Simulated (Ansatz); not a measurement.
# CsLiCr2Te2S3 (P1) in Ansatz: notebook

One crystal, CsLiCr2Te2S3, is run at these levels: PBE; tasks: atomic charges, electron localisation function.

All numbers are computed with Ansatz 0.2.0; they aren't measurements. Logs are shortened: lines on timing, memory, paths and dates and some standing lists are left out, and cuts for length are marked.

### 1 The structure

The typed cell holds 9 atoms: a = 6.108 Å, b = 6.358 Å, c = 7.995 Å, α = 101.14°, β = 99.87°, γ = 111.27°.

The cell was built by a generator and needn't be a form met in nature.

### 2 Atomic charges, PBE, collinear spin, ferromagnetic start

The input, input.yaml:

```yaml
crystal:
  lattice:
    - [6.10792, -0.01886, 0.00581]
    - [-2.28822, 5.93151, 0.00333]
    - [-1.38462, -2.19395, 7.5626]
  atoms:
    - { symbol: Cs, position: [0.06348, 0.10178, 0.99394] }
    - { symbol: Li, position: [0.57026, 0.58143, 0.57403] }
    - { symbol: Cr, position: [0.07801, 0.50138, 0.5799], spin: 3.0 }
    - { symbol: Cr, position: [0.43162, 0.02972, 0.53722], spin: 3.0 }
    - { symbol: Te, position: [0.54458, 0.76732, 0.28198] }
    - { symbol: Te, position: [0.01143, 0.65932, 0.29902] }
    - { symbol: S, position: [0.778, 0.37133, 0.70773] }
    - { symbol: S, position: [0.39402, 0.82508, 0.74875] }
    - { symbol: S, position: [0.19605, 0.23009, 0.48646] }
hamiltonian:
  xc: pbe
  pseudopotentials: { kind: paw }
magnetization:
  spin_polarized: true
kpoints:
  mp_grid: { grid: [5, 5, 4] }
scf:
  occupations: { method: fermi_dirac, width: 0.05 }
output:
  forces: true
  stress: true
  eigenvalues: true
  bader: true
  populations: true
```

Potentials or basis: Ansatz PAW.

Command:

```bash
> ansatz run input.yaml --threads 8 --pin off --max-ram 20480MiB --backend cpu --events-out ev --progress --plain --runs-dir out
```

Output:

```text
Warning: RAYON_NUM_THREADS=8 ignored (pool sized by the plan → 8); use --threads N
Engine: ansatz 0.2.0, aarch64-unknown-linux-gnu
Pseudopotentials: kind: paw
Pseudopotential: Cs, paw, valence charge 9, recommended cutoff 420 eV (normal), Cs.paw.azcp
Pseudopotential: Li, paw, valence charge 3, recommended cutoff 420 eV (normal), Li.paw.azcp
Pseudopotential: Cr, paw, valence charge 14, recommended cutoff 420 eV (normal), Cr.paw.azcp
Pseudopotential: Te, paw, valence charge 16, recommended cutoff 420 eV (normal), Te.paw.azcp
Pseudopotential: S, paw, valence charge 6, recommended cutoff 420 eV (normal), S.paw.azcp
Functional definition: PBE
  parameter kappa = 0.804
  parameter beta = 0.06672455060314922
  exchange = pbe_x(kappa = kappa, mu = beta*pi^2/3)
  correlation = pbe_c(beta = beta)
Crystal: 9 atoms, lattice volume = 273.782 Å³
Basis set: ecut = 420 eV, 5373 PW (Γ), exchange–correlation on 90×90×108 points (8 copies of the dense FFT grid, shifted against one another)
Bands: 58, of which v1, the nominal top of the filled ones, is band 45 counted from 1 (44 counted from 0)
Symmetry: 1 space group operations
Space group: P1 (ITA 1), of the structure as read, at distance tolerance 6.5e-5 Å
Magnetic group: BNS 1.1 (UNI 1), of the structure as read, at distance tolerance 6.5e-5 Å
k-points: 51 of 100 (time reversal used)
Non-local potential: Cs, projectors of the file, l = 0: 3, l = 1: 2, l = 2: 2, l = 3: 2
Non-local potential: Li, projectors of the file, l = 0: 3, l = 1: 2, l = 2: 1
Non-local potential: Cr, projectors of the file, l = 0: 3, l = 1: 2, l = 2: 3, l = 3: 1
Non-local potential: Te, projectors of the file, l = 0: 2, l = 1: 2, l = 2: 2, l = 3: 2
Non-local potential: S, projectors of the file, l = 0: 2, l = 1: 2, l = 2: 2
PAW form: soft (Blöchl's): semilocal exchange-correlation on the pseudo side does not see the compensation charge
PAW one-centre angular grid: Cs, 194 points (default); XC on 64 Gauss nodes
PAW one-centre angular grid: Li, 110 points (default); XC on 64 Gauss nodes
PAW one-centre angular grid: Cr, 590 points (default); XC on 64 Gauss nodes
PAW one-centre angular grid: Te, 590 points (default); XC on 64 Gauss nodes
[... 59 lines left out ...]
  E_vxc        = -962.408473  (∫ρ·V_xc dr)
  E_paw        = -18608.590185  (= ΣΔE_a)
  E_vpaw       = -1294.122458  (= ΣTr[D̂ρ^β])
  E_aug_tail   = 0.000384  (compensation charges beyond the density's cutoff)
  E_ewald      = -5410.195907
  E_smearing   = -0.031809  (= −TS)
  E_closure    = 0.000000  (closes the sum)
  Σ components = -29302.726337   (vs F -29302.726337, Δ=0.00e0)
--- Forces (eV/Å), atoms counted from 1 ---
  atom   1  Cs     0.00054811     0.00089845    -0.00116402
  atom   2  Li     0.00282383     0.01221975    -0.00835776
  atom   3  Cr    -0.01524424     0.03319742    -0.04378305
  atom   4  Cr     0.01427426    -0.05609700    -0.08974546
  atom   5  Te     0.01695181     0.08195426     0.07349983
  atom   6  Te    -0.02961927    -0.06834960     0.10774240
  atom   7  S      0.01250615     0.01418686    -0.01695112
  atom   8  S     -0.00901915     0.00043711    -0.02658940
  atom   9  S      0.00679529    -0.01846123     0.00534388
  max |Σ_I F_I| component: 1.68e-5 eV/Å
--- Stress (GPa, compression-positive) ---
        0.292940       0.031664       0.024726
        0.031664      -0.158399       0.009268
        0.024726       0.009268      -0.240437
  P = ⅓ Tr σ = -0.0353 GPa (-0.353 kbar)
--- Band table (eV; the first three rows and the last of 102) ---
  k-point 0 ↑: bands = ["-67.6028", "-67.5705", "-40.3926", "-39.0279", "-38.9849", "-38.9692", "-38.9252", "-38.9209", "-38.8954", "-31.4833", "-31.4462", "-31.4432", "-31.3424", "-31.3338", "-31.0289", "-30.9926", "-30.9661", "-30.8220", "-30.8189", "-16.4274", "-7.7674", "-7.0962", "-6.8486", "-6.1666", "-4.1563", "-3.2749", "-3.2557", "-3.2425", "0.1300", "0.5602", "1.0278", "1.1032", "1.3681", "1.6273", "2.0890", "2.1342", "2.5501", "2.5702", "2.8751", "3.2469", "3.5915", "3.6957", "3.9532", "4.2008", "4.4345", "4.6634", "4.8440", "5.2085", "6.0007", "6.2146", "6.5344", "6.8876", "8.0389", "8.1797", "9.1712", "9.8638", "9.9784", "10.4699"]
  k-point 1 ↑: bands = ["-67.6028", "-67.5705", "-40.3926", "-39.0279", "-38.9849", "-38.9692", "-38.9252", "-38.9209", "-38.8954", "-31.4833", "-31.4462", "-31.4432", "-31.3424", "-31.3338", "-31.0289", "-30.9926", "-30.9661", "-30.8220", "-30.8189", "-16.4274", "-7.7694", "-7.0932", "-6.8491", "-6.1704", "-4.1559", "-3.2748", "-3.2558", "-3.2375", "0.1342", "0.5724", "1.0650", "1.1289", "1.4022", "1.6335", "2.0462", "2.0824", "2.4670", "2.6283", "2.8268", "3.2633", "3.5565", "3.6917", "3.9750", "4.2011", "4.4324", "4.6327", "4.8574", "5.2122", "6.0086", "6.0749", "6.5088", "6.9301", "8.0831", "8.5958", "9.0829", "9.7331", "9.9504", "10.4213"]
  k-point 2 ↑: bands = ["-67.6028", "-67.5705", "-40.3926", "-39.0279", "-38.9849", "-38.9692", "-38.9252", "-38.9209", "-38.8954", "-31.4833", "-31.4462", "-31.4432", "-31.3424", "-31.3338", "-31.0289", "-30.9926", "-30.9661", "-30.8220", "-30.8189", "-16.4273", "-7.7714", "-7.0901", "-6.8496", "-6.1741", "-4.1556", "-3.2737", "-3.2555", "-3.2339", "0.1384", "0.5806", "1.0935", "1.1714", "1.4610", "1.6400", "1.9407", "2.0658", "2.4146", "2.6528", "2.7833", "3.2691", "3.5235", "3.6962", "4.0014", "4.1986", "4.4235", "4.6020", "4.8620", "5.2194", "5.9563", "6.0604", "6.4743", "6.9477", "8.0973", "8.8674", "9.4937", "9.6036", "9.8243", "10.2196"]
  k-point 50 ↓: bands = ["-65.0084", "-64.6017", "-40.3904", "-36.6016", "-36.4657", "-36.2137", "-36.0937", "-36.0264", "-35.9218", "-31.4994", "-31.4660", "-31.4625", "-31.3675", "-31.3609", "-31.0438", "-31.0110", "-30.9717", "-30.8334", "-30.8309", "-16.4253", "-7.6158", "-7.2152", "-6.9574", "-5.8514", "-5.1106", "-3.2720", "-3.2507", "-3.2424", "0.6716", "1.2129", "1.5874", "1.7564", "1.9792", "2.1250", "2.3761", "2.5976", "2.8461", "2.9700", "3.3129", "3.5134", "3.8342", "4.3259", "5.3880", "6.2336", "6.5030", "6.6019", "6.8998", "7.1261", "7.2867", "7.4917", "7.6088", "7.8329", "8.1470", "9.3432", "9.8687", "10.1483", "10.2256", "10.6225"]
--- Löwdin populations: 9 sites ---
  site symbol       q [e]    m [muB]
     0     Cs      8.2414     0.0081
     1     Li      2.3717     0.0141
     2     Cr     13.4123     2.6638
     3     Cr     13.3929     3.0867
     4     Te     16.3476    -0.0906
     5     Te     16.1279    -0.1670
     6      S      6.5890    -0.0474
     7      S      6.5276    -0.0864
     8      S      6.4847    -0.1121
  spilling = 0.005610 (of n_electrons = 90.000000)
--- Bader charges: 9 sites ---
  site symbol  charge [e]  shift [e]    m [muB]
     0     Cs      0.8328     0.0000     0.0081
     1     Li      0.8643     0.0006     0.0019
     2     Cr      1.1228     0.0014     2.5706
     3     Cr      1.1056     0.0007     2.9645
     4     Te     -0.5690     0.0004    -0.0623
     5     Te     -0.3891     0.0004    -0.1188
     6      S     -1.0374     0.0007     0.0441
     7      S     -0.9766     0.0009     0.0070
     8      S     -0.9533     0.0007    -0.0145
  estimated error of the sums over rays = 5.4e-4 e
```

populations.tsv:

```text
# site	symbol	l	j	q_up	q_dn
# orbitals = lowdin
# n_electrons = 90.000000
# spilling = 0.005610
0	Cs	0_5S	-	0.995132	0.995066
0	Cs	0_6S	-	0.137776	0.129099
0	Cs	1_5P	-	2.991872	2.992471
1	Li	0_1S	-	0.991305	0.991037
1	Li	0_2S	-	0.201626	0.187752
2	Cr	0_3S	-	0.995931	0.996190
2	Cr	0_4S	-	0.280174	0.241623
2	Cr	1_3P	-	2.994648	2.995359
2	Cr	2_3D	-	3.767273	1.141087
3	Cr	0_3S	-	0.996679	0.996958
3	Cr	0_4S	-	0.283622	0.239639
3	Cr	1_3P	-	2.996733	2.997179
3	Cr	2_3D	-	3.962755	0.919340
4	Te	0_5S	-	0.940473	0.936744
4	Te	1_5P	-	2.188428	2.282961
4	Te	2_4D	-	4.999571	4.999390
5	Te	0_5S	-	0.931696	0.927879
5	Te	1_5P	-	2.049306	2.220473
5	Te	2_4D	-	4.999427	4.999097
6	S	0_3S	-	0.891957	0.882490
6	S	1_3P	-	2.378850	2.435740
7	S	0_3S	-	0.896133	0.886704
7	S	1_3P	-	2.324451	2.420309
8	S	0_3S	-	0.900649	0.870743
8	S	1_3P	-	2.285667	2.427673
```

Run time: 82 s. Hardware: 8 threads of Arm Neoverse V2, shared host; peak memory 2.1 GiB.

Results:

| Item | Value |
| --- | --- |
| Free energy | -29302.7263 eV |
| Pressure | 0.0 GPa |
| Largest force | 0.131 eV/Å |
| Band gap on the k mesh | none (metal or under the smearing width) |
| Net moment | 5.40 μB per cell |
| Absolute moment | 6.48 μB per cell |
| Site moments | Cs +0.00; Li +0.00; Cr +2.21, +2.61; Te -0.05, -0.09; S -0.04, -0.06, -0.08 μB |
| Bader charges | Cs +0.83; Li +0.86; Cr +1.12, +1.11; Te -0.57, -0.39; S -1.04, -0.98, -0.95 e |

Forces on the atoms (eV/Å):
```
Cs   0.001  0.001 -0.001
Li   0.003  0.012 -0.008
Cr  -0.015  0.033 -0.044
Cr   0.014 -0.056 -0.090
Te   0.017  0.082  0.073
Te  -0.030 -0.068  0.108
S    0.013  0.014 -0.017
S   -0.009  0.000 -0.027
S    0.007 -0.018  0.005
```

Caveat: only a ferromagnetic start was run, and an antiferromagnetic order may lie lower in energy. Spin-orbit coupling is left out, which matters for the levels of Cs, Te.

### 3 Electron localisation function, PBE, collinear spin, ferromagnetic start

input.yaml, as its differences from that of step 2:

```diff
@@ -28,3 +28,5 @@
   eigenvalues: true
-  bader: true
-  populations: true
+  write_density: true
+  write_potential: true
+  elf: true
+  volumetric_format: npy
```

Potentials or basis: Ansatz PAW.

Command:

```bash
> ansatz run input.yaml --threads 8 --pin off --max-ram 20480MiB --backend cpu --events-out ev --progress --plain --runs-dir out
```

Output:

```text
Warning: RAYON_NUM_THREADS=8 ignored (pool sized by the plan → 8); use --threads N
Engine: ansatz 0.2.0, aarch64-unknown-linux-gnu
Pseudopotentials: kind: paw
Pseudopotential: Cs, paw, valence charge 9, recommended cutoff 420 eV (normal), Cs.paw.azcp
Pseudopotential: Li, paw, valence charge 3, recommended cutoff 420 eV (normal), Li.paw.azcp
Pseudopotential: Cr, paw, valence charge 14, recommended cutoff 420 eV (normal), Cr.paw.azcp
Pseudopotential: Te, paw, valence charge 16, recommended cutoff 420 eV (normal), Te.paw.azcp
Pseudopotential: S, paw, valence charge 6, recommended cutoff 420 eV (normal), S.paw.azcp
Functional definition: PBE
  parameter kappa = 0.804
  parameter beta = 0.06672455060314922
  exchange = pbe_x(kappa = kappa, mu = beta*pi^2/3)
  correlation = pbe_c(beta = beta)
Crystal: 9 atoms, lattice volume = 273.782 Å³
Basis set: ecut = 420 eV, 5373 PW (Γ), exchange–correlation on 90×90×108 points (8 copies of the dense FFT grid, shifted against one another)
Bands: 58, of which v1, the nominal top of the filled ones, is band 45 counted from 1 (44 counted from 0)
Symmetry: 1 space group operations
Space group: P1 (ITA 1), of the structure as read, at distance tolerance 6.5e-5 Å
Magnetic group: BNS 1.1 (UNI 1), of the structure as read, at distance tolerance 6.5e-5 Å
k-points: 51 of 100 (time reversal used)
Non-local potential: Cs, projectors of the file, l = 0: 3, l = 1: 2, l = 2: 2, l = 3: 2
[... 60 lines left out ...]
Fermi energy:    5.464846 eV
--- Per-component energies (eV) ---
  E_band       = -1445.849796
  E_kinetic    = 1527.563680
  E_local      = -10530.486103  (includes V_loc(G=0)·N_el)
  E_nonlocal   = -373.446626
  E_hartree    = 5093.516286
  E_xc         = -1001.056054
  E_vxc        = -962.408471  (∫ρ·V_xc dr)
  E_paw        = -18608.590188  (= ΣΔE_a)
  E_vpaw       = -1294.122461  (= ΣTr[D̂ρ^β])
  E_aug_tail   = 0.000384  (compensation charges beyond the density's cutoff)
  E_ewald      = -5410.195907
  E_smearing   = -0.031809  (= −TS)
  E_closure    = 0.000000  (closes the sum)
  Σ components = -29302.726337   (vs F -29302.726337, Δ=0.00e0)
--- Forces (eV/Å), atoms counted from 1 ---
  atom   1  Cs     0.00054773     0.00089863    -0.00116554
  atom   2  Li     0.00282381     0.01221983    -0.00835795
  atom   3  Cr    -0.01524444     0.03319749    -0.04378306
  atom   4  Cr     0.01427434    -0.05609664    -0.08974486
  atom   5  Te     0.01695097     0.08195451     0.07350019
  atom   6  Te    -0.02961825    -0.06834914     0.10774364
  atom   7  S      0.01250590     0.01418635    -0.01695151
  atom   8  S     -0.00901932     0.00043746    -0.02659005
  atom   9  S      0.00679583    -0.01846179     0.00534449
  max |Σ_I F_I| component: 1.66e-5 eV/Å
--- Stress (GPa, compression-positive) ---
        0.292941       0.031664       0.024726
        0.031664      -0.158402       0.009268
        0.024726       0.009268      -0.240439
  P = ⅓ Tr σ = -0.0353 GPa (-0.353 kbar)
--- Band table (eV; the first three rows and the last of 102) ---
  k-point 0 ↑: bands = ["-67.6028", "-67.5705", "-40.3926", "-39.0279", "-38.9849", "-38.9692", "-38.9252", "-38.9209", "-38.8954", "-31.4833", "-31.4462", "-31.4432", "-31.3424", "-31.3338", "-31.0289", "-30.9926", "-30.9661", "-30.8220", "-30.8189", "-16.4274", "-7.7674", "-7.0962", "-6.8486", "-6.1666", "-4.1563", "-3.2749", "-3.2557", "-3.2425", "0.1300", "0.5602", "1.0278", "1.1032", "1.3681", "1.6273", "2.0890", "2.1342", "2.5501", "2.5702", "2.8751", "3.2469", "3.5915", "3.6957", "3.9532", "4.2008", "4.4345", "4.6634", "4.8440", "5.2085", "6.0007", "6.2146", "6.5344", "6.8876", "8.0389", "8.1797", "9.1712", "9.8638", "9.9784", "10.4699"]
  k-point 1 ↑: bands = ["-67.6028", "-67.5705", "-40.3926", "-39.0279", "-38.9849", "-38.9692", "-38.9252", "-38.9209", "-38.8954", "-31.4833", "-31.4462", "-31.4432", "-31.3424", "-31.3338", "-31.0289", "-30.9926", "-30.9661", "-30.8220", "-30.8189", "-16.4274", "-7.7694", "-7.0932", "-6.8491", "-6.1704", "-4.1559", "-3.2748", "-3.2558", "-3.2375", "0.1342", "0.5724", "1.0650", "1.1289", "1.4022", "1.6335", "2.0462", "2.0824", "2.4670", "2.6283", "2.8268", "3.2633", "3.5565", "3.6917", "3.9750", "4.2011", "4.4324", "4.6327", "4.8574", "5.2122", "6.0086", "6.0749", "6.5088", "6.9301", "8.0831", "8.5958", "9.0829", "9.7331", "9.9504", "10.4213"]
  k-point 2 ↑: bands = ["-67.6028", "-67.5705", "-40.3926", "-39.0279", "-38.9849", "-38.9692", "-38.9252", "-38.9209", "-38.8954", "-31.4833", "-31.4462", "-31.4432", "-31.3424", "-31.3338", "-31.0289", "-30.9926", "-30.9661", "-30.8220", "-30.8189", "-16.4273", "-7.7714", "-7.0901", "-6.8496", "-6.1741", "-4.1556", "-3.2737", "-3.2555", "-3.2339", "0.1384", "0.5806", "1.0935", "1.1714", "1.4610", "1.6400", "1.9407", "2.0658", "2.4146", "2.6528", "2.7833", "3.2691", "3.5235", "3.6962", "4.0014", "4.1986", "4.4235", "4.6020", "4.8620", "5.2194", "5.9563", "6.0604", "6.4743", "6.9477", "8.0973", "8.8674", "9.4937", "9.6036", "9.8243", "10.2196"]
  k-point 50 ↓: bands = ["-65.0084", "-64.6017", "-40.3904", "-36.6016", "-36.4657", "-36.2137", "-36.0937", "-36.0264", "-35.9218", "-31.4994", "-31.4660", "-31.4625", "-31.3675", "-31.3609", "-31.0438", "-31.0110", "-30.9717", "-30.8334", "-30.8309", "-16.4253", "-7.6158", "-7.2152", "-6.9574", "-5.8514", "-5.1106", "-3.2720", "-3.2507", "-3.2424", "0.6716", "1.2129", "1.5874", "1.7564", "1.9792", "2.1250", "2.3761", "2.5976", "2.8461", "2.9700", "3.3129", "3.5134", "3.8342", "4.3259", "5.3880", "6.2336", "6.5030", "6.6019", "6.8998", "7.1261", "7.2867", "7.4917", "7.6088", "7.8329", "8.1470", "9.3432", "9.8687", "10.1483", "10.2256", "10.6225"]
```

It took 76 s on 8 threads of Arm Neoverse V2, shared host; peak memory 2.1 GiB.

Results:

```
Free energy            : -29302.7263 eV
Pressure               : 0.0 GPa
Largest force          : 0.131 eV/Å
Band gap on the k mesh : none (metal or under the smearing width)
Net moment             : 5.40 μB per cell
Absolute moment        : 6.48 μB per cell
Site moments           : Cs +0.00; Li +0.00; Cr +2.21, +2.61; Te -0.05, -0.09; S -0.04, -0.06, -0.08 μB
```

Forces on the atoms (eV/Å):
```
Cs   0.001  0.001 -0.001
Li   0.003  0.012 -0.008
Cr  -0.015  0.033 -0.044
Cr   0.014 -0.056 -0.090
Te   0.017  0.082  0.074
Te  -0.030 -0.068  0.108
S    0.013  0.014 -0.017
S   -0.009  0.000 -0.027
S    0.007 -0.018  0.005
```

Caveat: only a ferromagnetic start was run, and an antiferromagnetic order may lie lower in energy. Spin-orbit coupling is left out, which matters for the levels of Cs, Te.
